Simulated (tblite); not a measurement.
# C5H14AlAsO: the cost of one run

The runs use tblite 0.8.0 and PySCF 2.14.0, with density-fitted response routines of our own; the level of theory stands in each step. All values are computed, except where a source is named. Atoms count from 0, in the outputs and in this text.

## 1. The molecule as given

22 atoms, charge 0, multiplicity 1; geometry from: force field or distance geometry start.

Bonds of the start (Å): C0–O1 1.40, O1–Al2 1.84, Al2–As3 2.42, As3–C4 1.95, Al2–C5 1.94, C5–C6 1.53, C6–C7 1.52, C7–C5 1.50, C0–H8 1.12, C0–H9 1.10, C0–H10 1.11, Al2–H11 1.60, As3–H12 1.55, As3–H13 1.57, C4–H14 1.11, C4–H15 1.12, C4–H16 1.12, C5–H17 1.13, C6–H18 1.10, C6–H19 1.11, C7–H20 1.12, C7–H21 1.10.

## 2. Geometry optimisation with GFN2-xTB

What the job is given:

```
{"job": {"kind": "relax", "xc": "GFN2-xTB", "basis": "xTB"}, "charge": 0, "multiplicity": 1}
C     -1.454800    -2.565700    -0.298200
O     -0.230500    -2.468500    -0.959800
Al     0.248100    -0.690000    -1.000900
As    -1.747400     0.568800    -0.483600
C     -1.487600     2.106100     0.688400
C      1.756000    -0.445300     0.196300
C      2.862600     0.543300    -0.181500
C      1.971600     0.786300     1.031300
H     -1.436200    -2.077400     0.706100
H     -1.742200    -3.619400    -0.153200
H     -2.281400    -2.079600    -0.861400
H      0.667500    -0.371900    -2.515200
H     -2.392600     1.062900    -1.800400
H     -2.766800    -0.395500     0.228300
H     -0.800700     2.879000     0.276900
H     -1.236800     1.838800     1.749900
H     -2.482500     2.616900     0.754700
H      2.191500    -1.400100     0.603300
H      2.676700     1.235400    -1.016700
H      3.914400     0.268600     0.059500
H      2.461500     0.572800     2.010200
H      1.299100     1.654000     0.964900
```

Launch:

```sh
OMP_NUM_THREADS=1 python probes_run.py task.json out
```

The driver reads the jobs from task.json and runs them one after another.

**Question.** How long does this first job take on 1 thread of Arm Neoverse N1, shared host?

About 4.7 s.
